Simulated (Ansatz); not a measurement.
# YSi2Ni2: properties at the relaxed cell

The task, for YSi2Ni2: fit an equation of state.

Method: DFT PBEsol, scalar-relativistic, plane waves, PAW, in Ansatz 0.2.0.

### 1 The starting structure

Symmetry: I4/mmm, No. 139, tetragonal system. The conventional cell has a = 3.923 Å, b = 3.923 Å, c = 9.455 Å, α = 90.00°, β = 90.00°, γ = 90.00°. Y (site symmetry 4/mmm) has 8 Si at 3.02 Å and 8 Ni at 3.07 Å in its first shell of neighbours. Around Si (site symmetry 4mm) lie 4 Ni at 2.28 Å and 1 Si at 2.41 Å and 4 Y at 3.02 Å. Ni (site symmetry -4m2) is surrounded by 4 Si at 2.28 Å.

Coordinates:

```
Y Si Ni
1.0
    -1.96156    1.96156    4.72762
     1.96156   -1.96156    4.72762
     1.96156    1.96156   -4.72762
Y Si Ni
1 2 2
Cartesian
  0.0000 0.0000 0.0000
  0.0000 0.0000 3.5233
  0.0000 0.0000 5.9319
  0.0000 1.9616 2.3638
  1.9616 0.0000 2.3638
```

This cell was relaxed beforehand with the same method: volume 14.55 Å³/atom, gap on the mesh none (metal).

### 2 Point at V/V0 = 0.97

input.yaml reads:

```yaml
crystal:
  lattice:
    - [-1.9417410619, 1.9417410619, 4.6798582384]
    - [1.9417410619, -1.9417410619, 4.6798582384]
    - [1.9417410619, 1.9417410619, -4.6798582384]
  atoms:
    - { symbol: "Y", position: [0.0, 0.0, 0.0] }
    - { symbol: Si, position: [0.3726277316, 0.3726277316, 0.0] }
    - { symbol: Si, position: [0.6273722684, 0.6273722684, 0.0] }
    - { symbol: Ni, position: [0.75, 0.25, 0.5] }
    - { symbol: Ni, position: [0.25, 0.75, 0.5] }
basis:
  ecutwfc: 420
kpoints:
  mp_grid: { grid: [12, 12, 12] }
hamiltonian:
  xc: pbesol
scf:
  occupations: { method: gaussian, width: 0.1 }
output:
  forces: true
  stress: true
  eigenvalues: true
relax:
  adjacent_minimum: "off"
  f_tol: 0.01
  max_steps: 30
  cell: { stress_tol: 0.1, fix: [volume] }
```

Launch:

```bash
> ansatz run input.yaml --threads 1 --pin off --max-ram 2560MiB --backend cpu --events-out ev --progress --plain --runs-dir out
```

### 3 The cell scaled to 1.03 of its volume

Edit input.yaml of step 2 so:

```diff
@@ -2,5 +2,5 @@
   lattice:
-    - [-1.9417410619, 1.9417410619, 4.6798582384]
-    - [1.9417410619, -1.9417410619, 4.6798582384]
-    - [1.9417410619, 1.9417410619, -4.6798582384]
+    - [-1.9809787256, 1.9809787256, 4.7744263079]
+    - [1.9809787256, -1.9809787256, 4.7744263079]
+    - [1.9809787256, 1.9809787256, -4.7744263079]
   atoms:
```

### 4 The cell scaled to 0.94 of its volume

input.yaml reads:

```yaml
crystal:
  lattice:
    - [-1.9194836987, 1.9194836987, 4.6409040552]
    - [1.9194836987, -1.9194836987, 4.6409040552]
    - [1.9194836987, 1.9194836987, -4.6409040552]
  atoms:
    - { symbol: "Y", position: [0.0, 0.0, 0.0] }
    - { symbol: Si, position: [0.3735195639, 0.3735195639, 0.0] }
    - { symbol: Si, position: [0.6264804361, 0.6264804361, 0.0] }
    - { symbol: Ni, position: [0.75, 0.25, 0.5] }
    - { symbol: Ni, position: [0.25, 0.75, 0.5] }
basis:
  ecutwfc: 420
kpoints:
  mp_grid: { grid: [12, 12, 12] }
hamiltonian:
  xc: pbesol
scf:
  occupations: { method: gaussian, width: 0.1 }
output:
  forces: true
  stress: true
  eigenvalues: true
relax:
  adjacent_minimum: "off"
  f_tol: 0.01
  max_steps: 30
  cell: { stress_tol: 0.1, fix: [volume] }
```

### 5 The cell scaled to 1.06 of its volume

input.yaml reads:

```yaml
crystal:
  lattice:
    - [-2.0014236197, 2.0014236197, 4.8136157177]
    - [2.0014236197, -2.0014236197, 4.8136157177]
    - [2.0014236197, 2.0014236197, -4.8136157177]
  atoms:
    - { symbol: "Y", position: [0.0, 0.0, 0.0] }
    - { symbol: Si, position: [0.3716802876, 0.3716802876, 0.0] }
    - { symbol: Si, position: [0.6283197124, 0.6283197124, 0.0] }
    - { symbol: Ni, position: [0.75, 0.25, 0.5] }
    - { symbol: Ni, position: [0.25, 0.75, 0.5] }
basis:
  ecutwfc: 420
kpoints:
  mp_grid: { grid: [12, 12, 12] }
hamiltonian:
  xc: pbesol
scf:
  occupations: { method: gaussian, width: 0.1 }
output:
  forces: true
  stress: true
  eigenvalues: true
relax:
  adjacent_minimum: "off"
  f_tol: 0.01
  max_steps: 30
  cell: { stress_tol: 0.1, fix: [volume] }
```

(Steps that only read results are left out.)

**Question.** What will these runs give? Wanted: equilibrium volume of the fit; bulk modulus.

As calculated:

| quantity | value |
| --- | --- |
| equilibrium volume of the fit | 14.55 Å³/atom |
| bulk modulus | 148 GPa |
| its pressure derivative | 4.5 |

The fit puts the minimum at 14.55 Å³/atom with B = 148 GPa and B' = 4.5. The final runs have no spin polarisation, so a magnetic state may lie lower.
